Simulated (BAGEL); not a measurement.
# singlet [Si2H5O2]+: levels of theory compared

Wanted: a comparison of 6 runs (HF/STO-3G, HF/6-31G*, B3LYP/6-31G*, B3LYP/cc-pVDZ, PBE0/cc-pVDZ, RI-MP2/cc-pVDZ) of singlet [Si2H5O2]+. 

The results are computed with BAGEL 1.2.2.

1 further run of the same task is left out (set aside as unsound or not needed).

## 1. The molecule

[Si2H5O2]+ has 9 atoms, charge +1, and is taken as a singlet. As SMILES of the parent species, `O[SiH]O[SiH3]`. The shape is that of a PBE0-D4/def2-TZVP optimisation. This is one conformer, not always the lowest. That shape belongs to the parent species and isn't relaxed for this state.

Bond lengths: O1–Si2 1.642 Å, Si2–O3 1.636 Å, O3–Si4 1.637 Å, O1–H5 0.959 Å, Si2–H6 1.492 Å, Si4–H7 1.485 Å, Si4–H8 1.486 Å, Si4–H9 1.483 Å. Some angles: O1–Si2–O3 110.4°, Si2–O3–Si4 149.1°, O1–Si2–H6 104.3°, O3–Si2–H6 109.5°, Si2–O1–H5 118.3°, O3–Si4–H7 109.9°, O3–Si4–H8 110.2°, O3–Si4–H9 108.4°, H7–Si4–H8 109.2°, H7–Si4–H9 109.6°.

## 2. A single-point energy at HF/STO-3G (density fitting with qzvpp-jkfit) (run 1)

The input, calc.json:

```json
{ "bagel": [

{
  "title": "molecule",
  "basis": "sto-3g",
  "df_basis": "qzvpp-jkfit",
  "angstrom": true,
  "geometry": [
    { "atom": "O", "xyz": [      -1.761000,       0.464300,       1.903600 ] },
    { "atom": "Si", "xyz": [      -0.180800,       0.351800,       1.472100 ] },
    { "atom": "O", "xyz": [      -0.044600,       0.115000,      -0.140500 ] },
    { "atom": "Si", "xyz": [       0.814200,      -0.464100,      -1.407900 ] },
    { "atom": "H", "xyz": [      -2.338000,      -0.276900,       1.711800 ] },
    { "atom": "H", "xyz": [       0.394700,       1.681200,       1.830200 ] },
    { "atom": "H", "xyz": [       1.762700,       0.571300,      -1.890200 ] },
    { "atom": "H", "xyz": [       1.575000,      -1.674900,      -1.002700 ] },
    { "atom": "H", "xyz": [      -0.133700,      -0.814100,      -2.493700 ] }
  ]
},

{ "title": "hf", "charge": 1 },

{ "title": "print", "file": "orbitals.molden", "orbitals": true }

]}
```

Run with:

```sh
$ BAGEL_NUM_THREADS=1 BAGEL calc.json > calc.out
```

The log of the run:

```text
* using 1 threads per process

  ===============================================================
  ===============================================================

  *** Geometry ***

  { "atom" : "O", "xyz" : [     -3.327808,      0.877400,      3.597283 ] },
  { "atom" : "Si", "xyz" : [     -0.341662,      0.664806,      2.781866 ] },
  { "atom" : "O", "xyz" : [     -0.084282,      0.217319,     -0.265507 ] },
  { "atom" : "Si", "xyz" : [      1.538615,     -0.877022,     -2.660545 ] },
  { "atom" : "H", "xyz" : [     -4.418180,     -0.523265,      3.234833 ] },
  { "atom" : "H", "xyz" : [      0.745875,      3.177008,      3.458577 ] },
  { "atom" : "H", "xyz" : [      3.331020,      1.079601,     -3.571960 ] },
  { "atom" : "H", "xyz" : [      2.976319,     -3.165102,     -1.894828 ] },
  { "atom" : "H", "xyz" : [     -0.252656,     -1.538426,     -4.712410 ] },

  Number of auxiliary basis functions:      500

  Since a DF basis is specified, we compute 2- and 3-index integrals:
    o Being stored without compression. Storage requirement is 0.004 GB

  Number of basis functions:       33
  Number of electrons      :       49

    * METHOD: MOLECULE                             0.18

  *** RHF ***

  === Nuclear Repulsion ===
   218.5147282935

      * DIIS with orbital gradients will be used.

  === RHF iteration (sto-3g) ===
      0       -721.51151528          0.01708077           0.02
      1       -721.60818278          0.00823599           0.02
      2       -721.62815875          0.00117685           0.02
      3       -721.62910678          0.00048716           0.02
      4       -721.62924670          0.00020545           0.02
      5       -721.62928414          0.00006904           0.02
      6       -721.62928973          0.00001914           0.02
      7       -721.62929021          0.00000842           0.02
      8       -721.62929031          0.00000298           0.02
      9       -721.62929032          0.00000130           0.02
     10       -721.62929032          0.00000057           0.02
     11       -721.62929032          0.00000031           0.02
     12       -721.62929032          0.00000012           0.02
     13       -721.62929032          0.00000004           0.02
     14       -721.62929032          0.00000002           0.02
     15       -721.62929032          0.00000001           0.02
     16       -721.62929032          0.00000000           0.02
    * SCF iteration converged.

    * Permanent dipole moment:
           (   -0.214100,     0.564820,    -1.361653) a.u.

    * METHOD: HF                                   0.48

    * METHOD: PRINT                                0.00

  ===============================================================
```

Run time: 0.91 s. Hardware: 1 thread of AMD EPYC 7B13 (Zen 3), shared host; peak memory 0.08 GiB.

## 3. A single-point energy at HF/6-31G(d) (density fitting with qzvpp-jkfit, spherical functions) (run 2)

Edit calc.json of step 2 so:

```diff
@@ -4,3 +4,3 @@
   "title": "molecule",
-  "basis": "sto-3g",
+  "basis": "6-31gs.json",
   "df_basis": "qzvpp-jkfit",
```

The basis set 6-31G* is read from a file made from the Basis Set Exchange's data (not shown).

Run with:

```sh
$ BAGEL_NUM_THREADS=1 BAGEL calc.json > calc.out
```

The log of the run:

```text
* using 1 threads per process

  ===============================================================
  ===============================================================

  *** Geometry ***

  { "atom" : "O", "xyz" : [     -3.327808,      0.877400,      3.597283 ] },
  { "atom" : "Si", "xyz" : [     -0.341662,      0.664806,      2.781866 ] },
  { "atom" : "O", "xyz" : [     -0.084282,      0.217319,     -0.265507 ] },
  { "atom" : "Si", "xyz" : [      1.538615,     -0.877022,     -2.660545 ] },
  { "atom" : "H", "xyz" : [     -4.418180,     -0.523265,      3.234833 ] },
  { "atom" : "H", "xyz" : [      0.745875,      3.177008,      3.458577 ] },
  { "atom" : "H", "xyz" : [      3.331020,      1.079601,     -3.571960 ] },
  { "atom" : "H", "xyz" : [      2.976319,     -3.165102,     -1.894828 ] },
  { "atom" : "H", "xyz" : [     -0.252656,     -1.538426,     -4.712410 ] },

  Number of auxiliary basis functions:      500

  Since a DF basis is specified, we compute 2- and 3-index integrals:
    o Being stored without compression. Storage requirement is 0.022 GB

  Number of basis functions:       74
  Number of electrons      :       49

    * METHOD: MOLECULE                             0.26

  *** RHF ***

  === Nuclear Repulsion ===
   218.5147282935

      * DIIS with orbital gradients will be used.

  === RHF iteration (6-31gs.json) ===
      0       -729.95437502          0.02607376           0.06
      1       -730.11128970          0.01954459           0.05
      2       -730.24772567          0.00151848           0.05
      3       -730.24938886          0.00030120           0.05
      4       -730.24946076          0.00014050           0.05
      5       -730.24947390          0.00005773           0.05
      6       -730.24947736          0.00001687           0.05
      7       -730.24947778          0.00000449           0.06
      8       -730.24947781          0.00000135           0.06
      9       -730.24947782          0.00000040           0.05
     10       -730.24947782          0.00000015           0.06
     11       -730.24947782          0.00000007           0.06
     12       -730.24947782          0.00000003           0.06
     13       -730.24947782          0.00000001           0.06
    * SCF iteration converged.

    * Permanent dipole moment:
           (   -0.221618,     0.574168,    -1.826771) a.u.

    * METHOD: HF                                   0.93

    * METHOD: PRINT                                0.02

  ===============================================================
```

It took 1.4 s on 1 thread of AMD EPYC 7B13 (Zen 3), shared host; peak memory 0.11 GiB.

Runs 3 to 5 aren't shown in full; the table further down has their settings and results.

## 4. The energy at RI-MP2/cc-pVDZ (density fitting with qzvpp-jkfit) (run 6)

The input, input.json:

```json
{ "bagel" : [

{
  "title" : "molecule",
  "basis" : "cc-pvdz.json",
  "df_basis" : "qzvpp-jkfit",
  "angstrom" : "true",
  "geometry" : [
    { "atom" : "O", "xyz" : [   -1.761000,    0.464300,    1.903600 ] },
    { "atom" : "Si", "xyz" : [   -0.180800,    0.351800,    1.472100 ] },
    { "atom" : "O", "xyz" : [   -0.044600,    0.115000,   -0.140500 ] },
    { "atom" : "Si", "xyz" : [    0.814200,   -0.464100,   -1.407900 ] },
    { "atom" : "H", "xyz" : [   -2.338000,   -0.276900,    1.711800 ] },
    { "atom" : "H", "xyz" : [    0.394700,    1.681200,    1.830200 ] },
    { "atom" : "H", "xyz" : [    1.762700,    0.571300,   -1.890200 ] },
    { "atom" : "H", "xyz" : [    1.575000,   -1.674900,   -1.002700 ] },
    { "atom" : "H", "xyz" : [   -0.133700,   -0.814100,   -2.493700 ] }
  ]
},
{ "title" : "hf", "charge" : 1 },
{ "title" : "mp2", "charge" : 1, "ncore" : 12 }

]}
```

The basis set cc-pVDZ is read from a file made from the Basis Set Exchange's data (not shown).

Run with:

```sh
$ BAGEL_NUM_THREADS=1 BAGEL input.json > input.out
```

The log of the run:

```text
* using 1 threads per process

  ===============================================================
  ===============================================================

  *** Geometry ***

  { "atom" : "O", "xyz" : [     -3.327808,      0.877400,      3.597283 ] },
  { "atom" : "Si", "xyz" : [     -0.341662,      0.664806,      2.781866 ] },
  { "atom" : "O", "xyz" : [     -0.084282,      0.217319,     -0.265507 ] },
  { "atom" : "Si", "xyz" : [      1.538615,     -0.877022,     -2.660545 ] },
  { "atom" : "H", "xyz" : [     -4.418180,     -0.523265,      3.234833 ] },
  { "atom" : "H", "xyz" : [      0.745875,      3.177008,      3.458577 ] },
  { "atom" : "H", "xyz" : [      3.331020,      1.079601,     -3.571960 ] },
  { "atom" : "H", "xyz" : [      2.976319,     -3.165102,     -1.894828 ] },
  { "atom" : "H", "xyz" : [     -0.252656,     -1.538426,     -4.712410 ] },

  Number of auxiliary basis functions:      500

  Since a DF basis is specified, we compute 2- and 3-index integrals:
    o Being stored without compression. Storage requirement is 0.032 GB

  Number of basis functions:       89
  Number of electrons      :       49

    * METHOD: MOLECULE                             0.26

  *** RHF ***

  === Nuclear Repulsion ===
   218.5147282935

      * DIIS with orbital gradients will be used.

  === RHF iteration (cc-pvdz.json) ===
      0       -729.96713611          0.01790408           0.08
      1       -730.12396097          0.01523928           0.07
      2       -730.28355054          0.00135877           0.07
      3       -730.28567352          0.00036107           0.07
      4       -730.28580137          0.00017672           0.07
      5       -730.28583648          0.00005350           0.07
      6       -730.28584227          0.00001998           0.07
      7       -730.28584317          0.00000559           0.07
      8       -730.28584324          0.00000216           0.09
      9       -730.28584325          0.00000117           0.07
     10       -730.28584325          0.00000036           0.07
     11       -730.28584325          0.00000021           0.07
     12       -730.28584325          0.00000007           0.07
     13       -730.28584325          0.00000002           0.07
     14       -730.28584325          0.00000001           0.07
    * SCF iteration converged.

    * Permanent dipole moment:
           (   -0.217406,     0.521073,    -1.789702) a.u.

    * METHOD: HF                                   1.25

  *** RHF ***

  === Nuclear Repulsion ===
   218.5147282935

      * DIIS with orbital gradients will be used.

  === RHF iteration (cc-pvdz.json) ===
      0       -730.28584325          0.00000000           0.07
    * SCF iteration converged.

    * Permanent dipole moment:
           (   -0.217406,     0.521073,    -1.789703) a.u.

  === DF-MP2 calculation ===

    * freezing 12 orbitals
    * 3-index integral transformation done
    * assembly done

      MP2 correlation energy:   -0.5599208151      0.04

      MP2 total energy:       -730.8457640662

    * METHOD: MP2                                  0.19

  ===============================================================
```

It took 1.9 s on 1 thread of AMD EPYC 7B13 (Zen 3), shared host; peak memory 0.13 GiB.

## 5. Overview of the runs

```tsv
run	level	frozen core orbitals	energy (Eh)	HOMO energy (eV)	LUMO energy (eV)	HOMO–LUMO gap (eV)	wall time
1	HF/STO-3G (density fitting with qzvpp-jkfit)	–	-721.629290	-15.10	-3.62	11.48	0.91 s
2	HF/6-31G* (density fitting with qzvpp-jkfit, spherical functions)	–	-730.249478	-16.86	-7.02	9.84	1.4 s
3	B3LYP/6-31G* (density fitting with qzvpp-jkfit, spherical functions)	–	-732.201090	-13.40	-10.34	3.06	11 s
4	B3LYP/cc-pVDZ (density fitting with qzvpp-jkfit)	–	-732.237622	-13.37	-10.31	3.05	12 s
5	PBE0/cc-pVDZ (density fitting with qzvpp-jkfit)	–	-731.785758	-13.58	-10.10	3.47	9.9 s
6	RI-MP2/cc-pVDZ (density fitting with qzvpp-jkfit)	12	-730.845764	–	–	–	1.9 s
```

## 6. Summary of results

| quantity | value |
| --- | --- |
| run 6: total energy | -730.84576 Eh |
| run 6: correlation energy (12 core orbitals frozen) | -559.9 mEh |

What this shows: Over runs 1, 2, 3, 4, 5 the HOMO–LUMO gap runs from 3.05 eV (B3LYP/cc-pVDZ) to 11.48 eV (HF/STO-3G). The two ends differ in method and basis. Totals of different functionals can't be ranked against each other. In run 1 the basis is minimal, so the values are rough. All runs together took 37 s, the longest 12 s.
